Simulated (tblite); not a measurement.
Settings test, tblite on MgI2

Simulated with tblite 0.8.0. This is a test of settings. The cell was built from a prototype and was relaxed with r2SCAN+rVV10 in plane waves (Ansatz 0.2.0). Not every such cell is a known phase. All runs are without spin polarisation.

Space group P-3m1 (No. 164), trigonal; conventional cell a = 4.157 Å, c = 6.873 Å, 34.29 Å³ an atom. Mg has 6 I at 2.92 Å; I has 3 Mg at 2.92 Å.

The base run uses GFN2-xTB on a cluster of 54 atoms.

```python
import json
from ase import Atoms
from ase.build import make_supercell
from ase.units import Bohr, GPa, Hartree
from tblite.interface import Calculator

atoms = Atoms(['Mg', 'I', 'I'],
              cell=[[4.157213, 0.0, 0.0], [-2.078607, 3.600252, -0.0], [0.0, -0.0, 6.873325]],
              scaled_positions=[[0.0, -0.0, -0.0], [0.333333, 0.666667, 0.242622], [0.666667, 0.333333, 0.757378]],
              pbc=True)
cluster = make_supercell(atoms, [[3, 0, 0], [0, 3, 0], [0, 0, 2]])
calc = Calculator('GFN2-xTB', cluster.numbers, cluster.positions / Bohr, lattice=cluster.cell[:] / Bohr, periodic=cluster.pbc)
calc.set('temperature', 0.02 / Hartree)
calc.set('max-iter', 150)
res = calc.singlepoint()
levels = res.get('orbital-energies') * Hartree
nv = round(res.get('orbital-occupations').sum() / 2)
cells = len(cluster) // len(atoms)
out = {'energy_per_cell': res.get('energy') * Hartree / cells, 'homo': levels[nv - 1], 'lumo': levels[nv],
       'stress': (-res.get('virial') * Hartree / cluster.get_volume() / GPa).tolist(), 'charges': res.get('charges')[:len(atoms)].tolist(), 'electrons': 2 * nv / cells}
json.dump(out, open('results.json', 'w'))
for key, value in out.items():
    print(key, value)
```

Command: `python run.py`. It took 4.8 s on 1 thread of Arm Neoverse V1, with other jobs on the host, peak memory 0.12 GiB.

It converged with a gap of 4.51 eV and a pressure of 2.54 GPa (positive in compression). xTB was fitted to molecules, so gaps, charges and pressures of solids can be far off.

Each further run moved one setting: accuracy (scale of the thresholds); mixer-damping (damping of the charge mixer); temperature (electronic temperature in eV); cluster (size of the cluster in conventional cells). Changes are from the base run, which isn't itself converged in every setting; energies of another Hamiltonian, functional, basis or charge aren't compared, and those at a high electronic temperature are mostly its entropy term.

```
                            setting  how it ended  gap change (eV)  energy change (meV/atom)  pressure change (GPa)  time (s)
                    accuracy = 0.01     converged             0.00                       0.0                   0.00       5.6
                mixer-damping = 0.1     converged             0.00                       0.0                   0.00       5.3
                    accuracy = 10.0     converged             0.00                       0.0                   0.00       4.2
temperature = 2.0 (poor on purpose)     converged             0.12                   -1729.2                   4.39       4.9
  cluster = 1x1x1 (poor on purpose)     converged             4.51                    2672.3                  22.54      0.94
                    cluster = 4x4x3     converged            -0.07                     -45.7                  -0.26        29
```

accuracy = 0.01 changes nothing that matters here. mixer-damping = 0.1 changes nothing that matters here. accuracy = 10.0 changes nothing that matters here.

Spin-orbit coupling is left out, which matters wherever the heavy atoms make up the band edges.
